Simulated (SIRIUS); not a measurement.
## SnSe2: equation of state with PBEsol

The system is SnSe2.

```
Sn Se
1.0
     3.81100    0.00000    0.00000
    -1.90550    3.30042    0.00000
     0.00000    0.00000    6.13600
Sn Se
1 2
Direct
  0.00000 0.00000 0.00000
  0.66667 0.33333 0.75100
  0.33333 0.66667 0.24900
```

```json
{"Program": "SIRIUS 7.12.0", "Task": "equation of state", "Functional": "PBEsol", "Potentials or basis": "all-electron FP-LAPW", "Cutoff": "172 eV", "Basis": "apw+lo standard", "k mesh": "8 × 8 × 5", "Occupations": "fermi-dirac, width 0.05 eV", "Spin": "no spin polarisation", "Muffin tin radii": "Se 2.36, Sn 2.51 bohr", "Basis cutoff (gk_cutoff)": "3.56 1/bohr", "Cutoff of density and potential (pw_cutoff)": "20 1/bohr", "lmax of the basis": "10", "lmax of density and potential": "8", "Valence relativity": "iora", "Core states": "Se 1s2s2p3s, Sn 1s2s2p3s3p3d", "Local orbitals (radial functions)": "Se 13, Sn 14", "Smallest sphere radius times basis cutoff": "8.4"}
```

The equilibrium volume is 26.65 Å³/atom and the bulk modulus at fixed shape and positions is 64 GPa. The pressure derivative of the bulk modulus is 5.1.

Energy against volume, from the lowest point:
| volume (Å³/atom) | energy (meV/atom) |
| --- | --- |
| 24.182 | 55.43 |
| 24.697 | 33.18 |
| 25.212 | 17.31 |
| 25.726 | 6.73 |
| 26.241 | 1.20 |
| 26.755 | 0.00 |
| 27.270 | 2.64 |

All runs of the series together: 9.2 min on 1 thread of AMD EPYC 9R45 96-Core Processor (Zen 5), with other jobs on the host.

Caveat: the cell was scaled at fixed shape and fractional positions, which overstates the stiffness of a crystal with free parameters, most of all of layers and chains; this functional lacks dispersion, which binds the layers, so the pressure and a relaxed spacing across them are unreliable.
